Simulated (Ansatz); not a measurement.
# FeSi (FeSi): the cost of one run

Program: Ansatz 0.2.0. Level of theory: DFT PBE, scalar-relativistic, plane waves, PAW. These are calculated values, not measurements.

The COD entry's cell or inner coordinates are ideal or old and differ from later refinements, so a difference from it is no clean test against experiment.

### 1 Starting point

It takes space group P2_13 (No. 198, cubic). The conventional cell has a = 4.448 Å, b = 4.448 Å, c = 4.448 Å, α = 90.00°, β = 90.00°, γ = 90.00°. Around Fe (site symmetry 3) lie 7 Si at 2.27 to 2.50 Å. Around Si (site symmetry 3) lie 7 Fe at 2.27 to 2.50 Å.

Coordinates:

```cif
data_structure
_symmetry_space_group_name_H-M 'P 1'
_symmetry_Int_Tables_number 1
_cell_length_a 4.4481
_cell_length_b 4.4481
_cell_length_c 4.4481
_cell_angle_alpha 90.000
_cell_angle_beta 90.000
_cell_angle_gamma 90.000
_cell_volume 88.01
loop_
_atom_site_label
_atom_site_type_symbol
_atom_site_fract_x
_atom_site_fract_y
_atom_site_fract_z
_atom_site_occupancy
Fe1 Fe 0.13600 0.13600 0.13600 1
Fe2 Fe 0.36400 0.86400 0.63600 1
Fe3 Fe 0.63600 0.36400 0.86400 1
Fe4 Fe 0.86400 0.63600 0.36400 1
Si1 Si 0.84073 0.84073 0.84073 1
Si2 Si 0.65927 0.15927 0.34073 1
Si3 Si 0.34073 0.65927 0.15927 1
Si4 Si 0.15927 0.34073 0.65927 1
```

This cell comes from an earlier session at PBE: 11.001 Å³/atom at -0.02 GPa, on a 8×8×8 mesh.

### 2 Field gradients and densities at the nuclei

The input, input.yaml:

```yaml
crystal:
  lattice:
    - [4.4480502165, 0.0, 0.0]
    - [0.0, 4.4480502165, 0.0]
    - [0.0, 0.0, 4.4480502165]
  atoms:
    - { symbol: Fe, position: [0.1360013812, 0.1360013812, 0.1360013812] }
    - { symbol: Fe, position: [0.3639986188, 0.8639986188, 0.6360013812] }
    - { symbol: Fe, position: [0.6360013812, 0.3639986188, 0.8639986188] }
    - { symbol: Fe, position: [0.8639986188, 0.6360013812, 0.3639986188] }
    - { symbol: Si, position: [0.8407293037, 0.8407293037, 0.8407293037] }
    - { symbol: Si, position: [0.6592706963, 0.1592706963, 0.3407293037] }
    - { symbol: Si, position: [0.3407293037, 0.6592706963, 0.1592706963] }
    - { symbol: Si, position: [0.1592706963, 0.3407293037, 0.6592706963] }
basis:
  ecutwfc: 420
  ecutrho_ratio: 4
kpoints:
  mp_grid: { grid: [8, 8, 8] }
hamiltonian:
  xc: pbe
  pseudopotentials: { kind: paw, frozen_core: stored }
scf:
  occupations: { method: gaussian, width: 0.05 }
output:
  forces: true
  stress: true
  eigenvalues: true
  efg: { contact_densities: true, quadrupole_moments_barn: { Fe: 0.16 } }
```

On the command line:

```sh
ansatz run input.yaml --threads 1 --pin off --max-ram 2560MiB --backend cpu --events-out ev --progress --plain --runs-dir out
```

Q: Estimate wall time and peak memory on 1 thread of Arm Neoverse V1, shared host.

About 20 s, with a peak of 0.39 GiB.
